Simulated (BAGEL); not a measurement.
# CH3F2Si (SMILES C[Si](F)F) at UHF/STO-3G (density fitting with qzvpp-jkfit)

Aim: the energy change on altering one bond length of CH3F2Si at UHF/STO-3G (density fitting with qzvpp-jkfit), from 2 runs. 

The results are computed with BAGEL 1.2.2.

### 1 The molecule

CH3F2Si: 7 atoms, total charge 0, spin state doublet. SMILES: `C[Si](F)F`. The coordinates come from a PBE0-D4/def2-TZVP relaxation.

Bond lengths: C1–Si2 1.860 Å, Si2–F3 1.598 Å, Si2–F4 1.598 Å, C1–H5 1.091 Å, C1–H6 1.091 Å, C1–H7 1.094 Å. Angles: C1–Si2–F3 108.7°, C1–Si2–F4 108.7°, F3–Si2–F4 106.1°, Si2–C1–H5 110.5°, Si2–C1–H6 110.5°, Si2–C1–H7 108.7°, H5–C1–H6 109.0°, H5–C1–H7 109.0°, H6–C1–H7 109.0°.

### 2 The energy at UHF/STO-3G (density fitting with qzvpp-jkfit)

Input file job.json:

```json
{ "bagel" : [

{
  "title" : "molecule",
  "basis" : "sto-3g",
  "df_basis" : "qzvpp-jkfit",
  "angstrom" : true,
  "geometry" : [
    { "atom" : "C", "xyz" : [   -0.274200,    0.729000,   -0.218000 ] },
    { "atom" : "Si", "xyz" : [    0.785100,   -0.790400,   -0.045500 ] },
    { "atom" : "F", "xyz" : [    1.077400,   -1.037600,    1.505800 ] },
    { "atom" : "F", "xyz" : [   -0.050900,   -2.056800,   -0.546000 ] },
    { "atom" : "H", "xyz" : [   -0.539200,    0.893800,   -1.263500 ] },
    { "atom" : "H", "xyz" : [    0.252700,    1.607700,    0.157300 ] },
    { "atom" : "H", "xyz" : [   -1.189800,    0.586300,    0.364200 ] }
  ]
},
{
  "title" : "uhf",
  "charge" : 0,
  "nopen" : 1
},
{
  "title" : "print",
  "file" : "orbitals.molden",
  "orbitals" : true
}

]}
```

Command:

```sh
$ BAGEL_NUM_THREADS=1 BAGEL job.json > job.out
```

The program printed:

```text
* using 1 threads per process

  ===============================================================
  ===============================================================

  *** Geometry ***

  { "atom" : "C", "xyz" : [     -0.518163,      1.377610,     -0.411960 ] },
  { "atom" : "Si", "xyz" : [      1.483624,     -1.493640,     -0.085983 ] },
  { "atom" : "F", "xyz" : [      2.035991,     -1.960780,      2.845550 ] },
  { "atom" : "F", "xyz" : [     -0.096187,     -3.886789,     -1.031790 ] },
  { "atom" : "H", "xyz" : [     -1.018940,      1.689037,     -2.387669 ] },
  { "atom" : "H", "xyz" : [      0.477534,      3.038113,      0.297254 ] },
  { "atom" : "H", "xyz" : [     -2.248396,      1.107946,      0.688238 ] },

  Number of auxiliary basis functions:      411

  Since a DF basis is specified, we compute 2- and 3-index integrals:
    o Being stored without compression. Storage requirement is 0.002 GB

  Number of basis functions:       27
  Number of electrons      :       41

    * METHOD: MOLECULE                             0.30

  *** Open-shell HF ***

  === Nuclear Repulsion ===
   171.9028326721

      * DIIS with orbital gradients will be used.

  === UHF iteration (sto-3g) ===
      0       -520.73962906          0.03168774           0.07
      1       -520.82959361          0.00741846           0.06
      2       -520.83600554          0.00240704           0.07
      3       -520.83712183          0.00114418           0.06
      4       -520.83756669          0.00029750           0.05
      5       -520.83761836          0.00011986           0.05
      6       -520.83763363          0.00003361           0.05
      7       -520.83763586          0.00001602           0.05
      8       -520.83763669          0.00000303           0.06
      9       -520.83763674          0.00000091           0.06
     10       -520.83763675          0.00000051           0.06
     11       -520.83763675          0.00000018           0.06
     12       -520.83763675          0.00000006           0.07
     13       -520.83763675          0.00000002           0.06
     14       -520.83763675          0.00000001           0.06
    * SCF iteration converged.

    * S^2 (UHF) is 0.7541

    * Permanent dipole moment:
           (   -0.352059,    -0.400379,     0.392409) a.u.

    * METHOD: UHF                                  1.09

    * METHOD: PRINT                                0.00

  ===============================================================
```

It took 1.9 s on 1 thread of Intel Xeon at 2.50GHz (Skylake/Cascade Lake), shared host.

### 3 The distorted shape

Input file calc.json:

```json
{ "bagel" : [

{
  "title" : "molecule",
  "basis" : "sto-3g",
  "df_basis" : "qzvpp-jkfit",
  "angstrom" : true,
  "geometry" : [
    { "atom" : "C", "xyz" : [   -0.433116,    0.956941,   -0.243878 ] },
    { "atom" : "Si", "xyz" : [    0.785100,   -0.790400,   -0.045500 ] },
    { "atom" : "F", "xyz" : [    1.077400,   -1.037600,    1.505800 ] },
    { "atom" : "F", "xyz" : [   -0.050900,   -2.056800,   -0.546000 ] },
    { "atom" : "H", "xyz" : [   -0.698116,    1.121741,   -1.289378 ] },
    { "atom" : "H", "xyz" : [    0.093784,    1.835641,    0.131422 ] },
    { "atom" : "H", "xyz" : [   -1.348716,    0.814241,    0.338322 ] }
  ]
},
{
  "title" : "uhf",
  "nopen" : 1
},
{
  "title" : "print",
  "file" : "orbitals.molden",
  "orbitals" : true
}

]}
```

Command:

```sh
$ BAGEL_NUM_THREADS=1 BAGEL calc.json > calc.out
```

The program printed:

```text
* using 1 threads per process

  ===============================================================
  ===============================================================

  *** Geometry ***

  { "atom" : "C", "xyz" : [     -0.818471,      1.808356,     -0.460863 ] },
  { "atom" : "Si", "xyz" : [      1.483624,     -1.493640,     -0.085983 ] },
  { "atom" : "F", "xyz" : [      2.035991,     -1.960780,      2.845550 ] },
  { "atom" : "F", "xyz" : [     -0.096187,     -3.886789,     -1.031790 ] },
  { "atom" : "H", "xyz" : [     -1.319248,      2.119783,     -2.436571 ] },
  { "atom" : "H", "xyz" : [      0.177226,      3.468859,      0.248352 ] },
  { "atom" : "H", "xyz" : [     -2.548704,      1.538692,      0.639336 ] },

  Number of auxiliary basis functions:      411

  Since a DF basis is specified, we compute 2- and 3-index integrals:
    o Being stored without compression. Storage requirement is 0.002 GB

  Number of basis functions:       27
  Number of electrons      :       41

    * METHOD: MOLECULE                             0.28

  *** Open-shell HF ***

  === Nuclear Repulsion ===
   165.7276819609

      * DIIS with orbital gradients will be used.

  === UHF iteration (sto-3g) ===
      0       -520.71375699          0.03209160           0.05
      1       -520.80437897          0.00767159           0.06
      2       -520.81168648          0.00245405           0.06
      3       -520.81301114          0.00119032           0.05
      4       -520.81357989          0.00034800           0.06
      5       -520.81364723          0.00017259           0.07
      6       -520.81368170          0.00006748           0.07
      7       -520.81369419          0.00003981           0.08
      8       -520.81370284          0.00001124           0.07
      9       -520.81370375          0.00000237           0.06
     10       -520.81370382          0.00000099           0.05
     11       -520.81370384          0.00000026           0.06
     12       -520.81370384          0.00000012           0.06
     13       -520.81370384          0.00000004           0.05
     14       -520.81370384          0.00000002           0.05
     15       -520.81370384          0.00000001           0.06
     16       -520.81370384          0.00000001           0.05
    * SCF iteration converged.

    * S^2 (UHF) is 0.7658

    * Permanent dipole moment:
           (   -0.389609,    -0.247614,     0.337150) a.u.

    * METHOD: UHF                                  1.18

    * METHOD: PRINT                                0.00

  ===============================================================
```

Wall time 2 s (1 thread of Intel Xeon at 2.50GHz (Skylake/Cascade Lake), shared host).

### 4 Outcome

At UHF/STO-3G (density fitting with qzvpp-jkfit):

| quantity | value |
| --- | --- |
| first shape: total energy | -520.83764 Eh |
| first shape: dipole moment | 1.68 D |
| first shape: ⟨S²⟩ | 0.754 |
| distorted shape: total energy | -520.81370 Eh |
| distorted shape: dipole moment | 1.45 D |
| distorted shape: ⟨S²⟩ | 0.766 |
| energy change with the C1–Si2 bond stretched from 1.860 to 2.139 Å | 0.651 eV |

**Reading.** With the C1–Si2 bond stretched from 1.860 to 2.139 Å the energy rises by 0.65 eV (15.0 kcal/mol). The first shape isn't relaxed at this level, so the change isn't measured from a minimum. The minimal basis adds a large error of its own.
